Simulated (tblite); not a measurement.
# C7H6F3PS: the cost of one run

Programs: tblite 0.8.0 and PySCF 2.14.0, with density-fitted response routines of our own. Each step states its level of theory. These are calculated values for one molecule in the gas phase, unless marked as measured. Atoms are numbered from 0 throughout.

**1. The molecule as given**

18 atoms, charge 0, multiplicity 1; geometry from: force field or distance geometry start.

Bonds of the start (Å): C0–S1 1.82, S1–C2 1.82, C2–C3 1.40, C3–C4 1.41, C4–C5 1.40, C5–C6 1.52, C6–F7 1.36, C6–F8 1.37, C6–F9 1.36, C5–P10 1.86, P10–C11 1.84, C11–C2 1.39, C0–H12 1.11, C0–H13 1.09, C0–H14 1.08, C3–H15 1.08, C4–H16 1.09, C11–H17 1.08.

**2. Geometry optimisation with GFN2-xTB**

What the job is given:

```
{"job": {"kind": "relax", "xc": "GFN2-xTB", "basis": "xTB"}, "charge": 0, "multiplicity": 1}
C     -3.532400     0.331000     0.592200
S     -2.696200     0.645000    -0.989200
C     -0.973900     0.450300    -0.432400
C     -0.242600    -0.585200    -1.020600
C      1.113300    -0.855000    -0.723100
C      1.927500    -0.133200     0.158600
C      3.379200    -0.521500     0.367100
F      3.835700    -1.411500    -0.556000
F      3.598700    -1.124800     1.578000
F      4.237400     0.526500     0.313000
P      1.235200     1.265700     1.174600
C     -0.463700     1.358800     0.484800
H     -4.625500     0.326500     0.429600
H     -3.310700     1.119300     1.315300
H     -3.250300    -0.627300     1.006000
H     -0.736000    -1.243600    -1.725400
H      1.567300    -1.688400    -1.267100
H     -1.071700     2.173600     0.856400
```

Started as:

```bash
$ OMP_NUM_THREADS=1 python probes_run.py task.json out
```

One launch serves the whole session: the jobs run in the order shown.

Q: Estimate the wall time of this first job on 1 thread of Arm Neoverse V1, shared host.

About 2 s.
